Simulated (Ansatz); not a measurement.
# Si2NH6Cl (SMILES N[SiH]([SiH3])Cl) at r2SCAN/6-31G(d) (spherical functions)

What is the vertical singlet–triplet gap of Si2NH6Cl at r2SCAN/6-31G* (spherical functions)? 

Program for the calculation: Ansatz 0.2.0.

68 further runs of the same task are left out: 2 that didn't finish, 66 set aside as unsound or not needed.

**1. Starting point**

The species is Si2NH6Cl (10 atoms), meant as a singlet with charge 0. As SMILES, `N[SiH]([SiH3])Cl`. The coordinates come from a PBE0-D4/def2-TZVP relaxation. This is one conformer, not always the lowest.

Bond lengths: N1–Si2 1.706 Å, Si2–Si3 2.336 Å, Si2–Cl4 2.083 Å, N1–H5 1.008 Å, N1–H6 1.008 Å, Si2–H7 1.482 Å, Si3–H8 1.486 Å, Si3–H9 1.489 Å, Si3–H10 1.488 Å. Some angles: N1–Si2–Si3 109.4°, N1–Si2–Cl4 114.5°, Si3–Si2–Cl4 106.1°, N1–Si2–H7 107.1°, Si3–Si2–H7 114.7°, Cl4–Si2–H7 105.1°, Si2–N1–H5 120.5°, Si2–N1–H6 120.3°, Si2–Si3–H8 110.2°, Si2–Si3–H9 108.8°.

**2. The energy at r2SCAN/6-31G(d) (spherical functions)**

Contents of job.yaml:

```yaml
crystal:
  periodic: [false, false, false]
  atoms:
    - {symbol: "N", position_ang: [-0.500400, 1.640400, -0.476600]}
    - {symbol: Si, position_ang: [-0.088700, 0.024400, -0.834700]}
    - {symbol: Si, position_ang: [0.678000, -1.030800, 1.103600]}
    - {symbol: Cl, position_ang: [-1.669600, -1.135800, -1.538400]}
    - {symbol: H, position_ang: [-1.066800, 1.857300, 0.327900]}
    - {symbol: H, position_ang: [-0.657600, 2.302300, -1.220500]}
    - {symbol: H, position_ang: [0.889100, 0.060000, -1.948200]}
    - {symbol: H, position_ang: [0.872200, -2.482600, 0.855100]}
    - {symbol: H, position_ang: [-0.336100, -0.853800, 2.179500]}
    - {symbol: H, position_ang: [1.962900, -0.432600, 1.555400]}
basis:
  gaussian: {orbitals: 6-31G_st_-spherical.json}
hamiltonian: {xc: {name: r2SCAN}}
accuracy: high
output: {orbitals: {seedname: orbitals}}
```

The basis set 6-31G* is read from a file made from the Basis Set Exchange's data (not shown).

The run is started by

```sh
$ ansatz run job.yaml --threads 1 --pin off --max-ram 3480MiB --events-out events.jsonl --progress --plain --runs-dir runs
```

What it wrote:

```text
Warning: RAYON_NUM_THREADS=1 ignored (pool sized by the plan → 1); use --threads N
Functional definition: r2SCAN
  name "r2SCAN"
  parameter k0 = 0.174
  parameter k1 = 0.065
  parameter a1 = 4.9479
  exchange = r2scan_x(k0 = k0, k1 = k1, a1 = a1)
  correlation = r2scan_c
1819 factors; integrals over basis functions are off by at most 3.5e-9 eV
mean field evaluation 1: about -29856.8424 eV, gradient 5.4e1 eV
mean field evaluation 2: about -29839.9741 eV, gradient 9.4e1 eV
mean field evaluation 4: about -29862.7577 eV, gradient 3.8e0 eV
mean field evaluation 8: about -29862.7842 eV, gradient 5.0e-2 eV
mean field evaluation 16: about -29862.7842 eV, gradient 5.2e-6 eV
mean field -29862.78424308 eV, -1097.4370792110 hartree, gradient 5.9e-8 eV, S^2 0.000000; 0 other end points of the search recorded, 0 dependent functions left out
reference -29862.78424393 eV, -1097.4370792424 hartree; 29, 29 occupied and 51, 51 virtual orbitals, 1819 factors
Total energy: -29862.78424393 eV, -1097.4370792424 hartree
```

Wall time 19 s (1 thread of Arm Neoverse V1, shared host); peak memory 0.28 GiB.

**3. The triplet, same level**

Contents of run.yaml:

```yaml
basis:
  gaussian:
    orbitals: 6-31G_st_-spherical.json
crystal:
  periodic: [false, false, false]
  atoms:
    - {symbol: "N", position_ang: [-0.500400, 1.640400, -0.476600]}
    - {symbol: Si, position_ang: [-0.088700, 0.024400, -0.834700]}
    - {symbol: Si, position_ang: [0.678000, -1.030800, 1.103600]}
    - {symbol: Cl, position_ang: [-1.669600, -1.135800, -1.538400]}
    - {symbol: H, position_ang: [-1.066800, 1.857300, 0.327900]}
    - {symbol: H, position_ang: [-0.657600, 2.302300, -1.220500]}
    - {symbol: H, position_ang: [0.889100, 0.060000, -1.948200]}
    - {symbol: H, position_ang: [0.872200, -2.482600, 0.855100]}
    - {symbol: H, position_ang: [-0.336100, -0.853800, 2.179500]}
    - {symbol: H, position_ang: [1.962900, -0.432600, 1.555400]}
output: {orbitals: {seedname: orbitals}}
hamiltonian:
  xc: {name: r2SCAN}
magnetization:
  spin_polarized: true
  initial_magnetization: 2
accuracy: high
```

The basis set 6-31G* is read from a file made from the Basis Set Exchange's data (not shown).

The run is started by

```sh
$ ansatz run run.yaml --threads 1 --pin off --max-ram 3480MiB --events-out events.jsonl --progress --plain --runs-dir runs
```

What it wrote, shortened:

```text
Warning: RAYON_NUM_THREADS=1 ignored (pool sized by the plan → 1); use --threads N
[... 2 set-up lines as earlier in the session ...]
[...]
1819 factors; integrals over basis functions are off by at most 3.5e-9 eV
[...]
mean field -29856.80020761 eV, -1097.2171699638 hartree, gradient 4.5e-8 eV, S^2 2.006002; 8 other end points of the search recorded, 0 dependent functions left out
reference -29856.80021041 eV, -1097.2171700666 hartree; 30, 28 occupied and 50, 52 virtual orbitals, 1819 factors
Total energy: -29856.80021041 eV, -1097.2171700666 hartree
```

It took 76 s on 1 thread of Arm Neoverse V1, shared host; peak memory 0.46 GiB.

**4. Summary of results**

At r2SCAN/6-31G* (spherical functions):

```
                                        quantity           value
                           singlet: total energy  -1097.43708 Eh
                            singlet: HOMO energy        -6.73 eV
                            singlet: LUMO energy        -0.33 eV
                          singlet: HOMO–LUMO gap         6.40 eV
                           triplet: total energy  -1097.21717 Eh
     triplet: HOMO energy (highest over α and β)        -1.35 eV
                                   triplet: ⟨S²⟩           2.006
vertical energy of the triplet above the singlet        5.984 eV
```

At this shape the triplet lies 5.98 eV (138 kcal/mol) above the singlet.
